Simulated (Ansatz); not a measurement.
# TiO: further runs on the relaxed cell

The task here is to estimate one member of a computed series from the others.

Computed with Ansatz 0.2.0 (DFT PBEsol, scalar-relativistic, plane waves, PAW, unless a step's input says otherwise).

1 further run of the same task is left out (set aside as unsound or not needed).

## The structure to begin with

Symmetry: Pm-3m, No. 221, cubic system. The conventional cell has a = 4.034 Å, b = 4.034 Å, c = 4.034 Å, α = 90.00°, β = 90.00°, γ = 90.00°. Around Ti (site symmetry 4/mmm) lie 4 O at 2.02 Å. Around O (site symmetry 4/mmm) lie 4 Ti at 2.02 Å.

Coordinates:

```
CELL_PARAMETERS angstrom
4.03351 0.00000 0.00000
0.00000 4.03351 0.00000
0.00000 0.00000 4.03351
ATOMIC_POSITIONS crystal
Ti 0.50000 0.50000 0.00000
Ti 0.00000 0.50000 0.50000
Ti 0.50000 0.00000 0.50000
O 0.00000 0.50000 0.00000
O 0.50000 0.00000 0.00000
O 0.00000 0.00000 0.50000
```

It goes back to an entry of the Materials Project, which need not be the stable form.

It is the result of an earlier relaxation at this level (volume 10.94 Å³/atom; gap on the mesh: none (metal)).

The first run:

input.yaml

```yaml
crystal:
  lattice:
    - [4.0335084316, 0.0, 0.0]
    - [0.0, 4.0335084316, 0.0]
    - [0.0, 0.0, 4.0335084316]
  atoms:
    - { symbol: Ti, position: [0.5, 0.5, 0.0] }
    - { symbol: Ti, position: [0.0, 0.5, 0.5] }
    - { symbol: Ti, position: [0.5, 0.0, 0.5] }
    - { symbol: O, position: [0.0, 0.5, 0.0] }
    - { symbol: O, position: [0.5, 0.0, 0.0] }
    - { symbol: O, position: [0.0, 0.0, 0.5] }
basis:
  ecutwfc: 420
kpoints:
  mp_grid: { grid: [10, 10, 10] }
  band_path:
    path:
      - [[0.0, 0.0, 0.0], [0.0, 0.5, 0.0], [0.5, 0.5, 0.0], [0.0, 0.0, 0.0], [0.5, 0.5, 0.5], [0.0, 0.5, 0.0]]
      - [[0.5, 0.5, 0.5], [0.5, 0.5, 0.0]]
    npoints: 14
hamiltonian:
  xc: pbesol
scf:
  occupations: { method: gaussian, width: 0.1 }
  n_extra_bands: 15
output:
  forces: true
  stress: true
  eigenvalues: true
  populations: true
  dos: { projected: true, de: 0.02, nscf_kmesh: { grid: [15, 15, 15] } }
  bader: true
  write_density: true
  write_potential: true
  elf: true
  volumetric_format: npy
checkpoint:
  read: start.run
  write: ck
  compress: false
  write_wavefunctions: false
  write_every: 100000
```

Launch:

```
> ansatz run input.yaml --threads 1 --pin off --max-ram 2560MiB --backend cpu --events-out ev --progress --plain --runs-dir out
```

Steps of the session up to this table: Static run: bands, density of states and charges; The cell scaled to 0.97 of its volume; Point at V/V0 = 1.03; Point at V/V0 = 0.94; The cell scaled to 1.06 of its volume.

One of the session's tables, all rows but one given; the rest of the session is left out.

| volume (Å³/atom) | energy above the lowest point (meV/atom) | pressure (GPa) |
| --- | --- | --- |
| 10.281 | 30.7 | 15.87 |
| 10.609 | ? | ? |
| 10.937 | 0.0 | 0.00 |
| 11.265 | 6.7 | -6.26 |
| 11.593 | 25.1 | -11.60 |

**Question.** Estimate the row for volume (Å³/atom) = 10.609.

Worked estimate for «energy above the lowest point (meV/atom)». A straight line through the neighbours (10.281, 30.7) and (10.937, 0.0) gives 30.7 + (0.0 − 30.7) × (10.609 − 10.281) / (10.937 − 10.281) = 15.3; a parabola fitted to 3 rows on both sides gives 8.0.

**Answer.** energy above the lowest point (meV/atom): 7.2; pressure (GPa): 7.31. In «energy above the lowest point (meV/atom)» the line misses by +8.1 and the parabola by +0.8.

Limits of these values: Spin polarisation is off in the runs that give these values; a magnetic solution could lie lower. Warnings in the runs' records: seeded moment not kept.
